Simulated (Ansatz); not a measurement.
Write a Python script for the Python package of Ansatz (0.2.0) that makes an atomisation energy of CH2F2S, SMILES FC(F)S. Use (for the species named): r2scan0, def2-SVP basis, multiplicity 1.

```yaml
atoms:
  - { symbol: F, position_ang: [1.0677, -0.6574, 1.2227] }
  - { symbol: C, position_ang: [0.3842, -0.2044, 0.0838] }
  - { symbol: F, position_ang: [-0.1786, -1.3043, -0.5074] }
  - { symbol: S, position_ang: [-0.8397, 0.9751, 0.4807] }
  - { symbol: H, position_ang: [1.1231, 0.2280, -0.6157] }
  - { symbol: H, position_ang: [-1.5146, 0.8989, -0.7102] }
```

`ch2f2s.py`
```python
# -*- coding: utf-8 -*-
"""Energy to split CH2F2S into its atoms."""

from collections import Counter

import ansatz


def energy_of(molecule, charge=0, unpaired=0):
    calc = (
        molecule.calculation()
        .basis(gaussian="def2-SVP")
        .functional("r2scan0")
    )
    if charge:
        calc = calc.charge(charge)
    if unpaired:
        calc = calc.spin("collinear", total=unpaired)
    return calc.run(threads=1, backend="cpu").report["free_energy_ev"]


def main():
    ch2f2s = (
        ansatz.Crystal.molecule()
        .atom("F", [1.0677, -0.6574, 1.2227])
        .atom("C", [0.3842, -0.2044, 0.0838])
        .atom("F", [-0.1786, -1.3043, -0.5074])
        .atom("S", [-0.8397, 0.9751, 0.4807])
        .atom("H", [1.1231, 0.228, -0.6157])
        .atom("H", [-1.5146, 0.8989, -0.7102])
    )

    # unpaired electrons of the ground-state atoms
    unpaired = {"F": 1, "C": 2, "S": 2, "H": 1}
    counts = Counter(site.symbol for site in ch2f2s.cartesian_sites)
    atom_energy = {s: energy_of(ansatz.Crystal.molecule().atom(s, (0, 0, 0)), 0, unpaired[s]) for s in counts}
    whole = energy_of(ch2f2s, 0, 0)
    for s, e in atom_energy.items():
        print(f"{s:2s} x{counts[s]}  {e:14.5f} eV")
    print(f"CH2F2S: {whole:.5f} eV")
    split = sum(counts[s] * e for s, e in atom_energy.items()) - whole
    print(f"atomisation energy (no zero-point term): {23.060548 * split:.1f} kcal/mol, {split / sum(counts.values()):.3f} eV an atom")


if __name__ == "__main__":
    main()
```

Running `python ch2f2s.py` prints:
```text
F  x2     -2710.06882 eV
C  x1     -1028.27257 eV
S  x1    -10828.75522 eV
H  x2       -13.58464 eV
CH2F2S: -17325.06967 eV
atomisation energy (no zero-point term): 478.2 kcal/mol, 3.456 eV an atom
```

478.2 kcal/mol from the electronic energies, without the zero-point term.

Caveats:
- Total energies depend on the basis set; only differences at equal settings carry meaning.
- The geometry is a force-field or estimated start, not a minimum of this method, and the basis set is short of its limit. All parts are taken at fixed geometry, without zero-point energy.
- Run time: 3.8 s on 1 thread of Intel(R) Xeon(R) 6975P-C (Granite Rapids), on a shared host, peak memory 0.2 GiB.

(A comment or docstring line of the script was reworded after the run, the code is as it ran; lines on the test bed's own set-up are left out of the output.)
